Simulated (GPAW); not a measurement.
The system is MoSe.

```
Mo Se
1.0
     0.00000    2.89288    2.89288
     2.89288    0.00000    2.89288
     2.89288    2.89288    0.00000
Mo Se
1 1
Direct
  0.00000 0.00000 0.00000
  0.50000 0.50000 0.50000
```

The cell was built by a generator and needn't be a form met in nature.

Base run:

| Property | Result |
| --- | --- |
| Program | GPAW 26.7.0 |
| Functional | PBE |
| Potentials or basis | GPAW PAW data sets (gpaw-data 1.2.1) |
| Cutoff | 600 eV |
| Basis | pw |
| k mesh | 8 × 8 × 8 |
| Occupations | fermi-dirac, width 0.05 eV |
| Spin | no spin polarisation |
| Hubbard terms | Mo d U = 8 eV |

Its results: band gap on the k mesh none (metal or under the smearing width); pressure -7.3 GPa.

Q: After a change of settings the same cell gave: band gap on the k mesh none (metal or under the smearing width); pressure -17.3 GPa. Which change was it?
A. hubbard terms from Mo d U = 8 eV to Mo d U = 2 eV
B. hubbard terms from Mo d U = 8 eV to none
C. hubbard terms from Mo d U = 8 eV to Mo d U = 5 eV

A: A.

Caveats: U without spin polarisation on a metal has little footing.
